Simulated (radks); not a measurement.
# Kr²⁺ in [Ar] 3d10 4s2 4p4: an all-electron calculation

One table from this session's results is given with a row withheld; the runs are named, their logs left out.

Program: radks (a radial shooting solver on a logarithmic mesh, Libxc functionals) version 1. Level of theory: Dirac Kohn-Sham, BLYP, spin-unpolarised, spherical densities, finite nucleus; open shells are shared between the two j in proportion to 2j + 1. These are calculated values, not measurements, unless marked.

### The system

```
element            : krypton (Z = 36)
charge             : +2
electrons          : 34
configuration      : [Ar] 3d10 4s2 4p4
nuclear rms radius : 4.1884 fm
```

Outer shells as boxes (Hund's rule):

Kr²⁺
```
[Ar] core
3d [↑↓][↑↓][↑↓][↑↓][↑↓]
4s [↑↓]
4p [↑↓][↑ ][↑ ]
```

The first run:

Settings of this run:

```text
Z 36
configuration [Ar] 3d10 4s2 4p4 5s0 4d0 5p0 4f0
relativity Dirac
functional b88,lyp
spin unpolarised
j_filling average
nucleus finite rms 4.1884 fm
c 137.035999084
```

Run with:

```
python run_ks.py task.json out
```

All runs below come from this command, one after another.

One table of the session follows, with a row left open; its other results are not shown here.

It belongs to the step «Shells». Radial moments (bohr):

```
level      <r>  outermost maximum (interpolated)  90 % within  nodes
1s1/2  0.04148                            0.0271       0.0742      0
2s1/2   0.1832                             0.154        0.284      1
2p1/2   0.1573                             0.121        0.257      0
2p3/2   0.1613                             0.124        0.263      0
3s1/2   0.5302                             0.467        0.789      2
3p1/2   0.5333                             0.457        0.814      1
3p3/2   0.5438                             0.466        0.829      1
3d3/2        ?                                 ?            ?      ?
3d5/2   0.5565                             0.412        0.911      0
4s1/2    1.499                              1.31         2.20      3
4p1/2    1.720                              1.46         2.57      2
4p3/2    1.752                              1.49         2.62      2
5s1/2    3.770                              3.47         5.39      4
4d3/2    2.774                              2.23         4.30      1
4d5/2    2.787                              2.24         4.32      1
```

Q: Estimate the row for 3d3/2 from the others.

As computed: <r>: 0.5526; outermost maximum (interpolated): 0.409; 90 % within: 0.905; nodes: 0. In the column «<r>» it lies between 3p3/2 (0.5438) and 3d5/2 (0.5565).

Caveats from the session: Spin polarisation and multiplet splitting are left out.
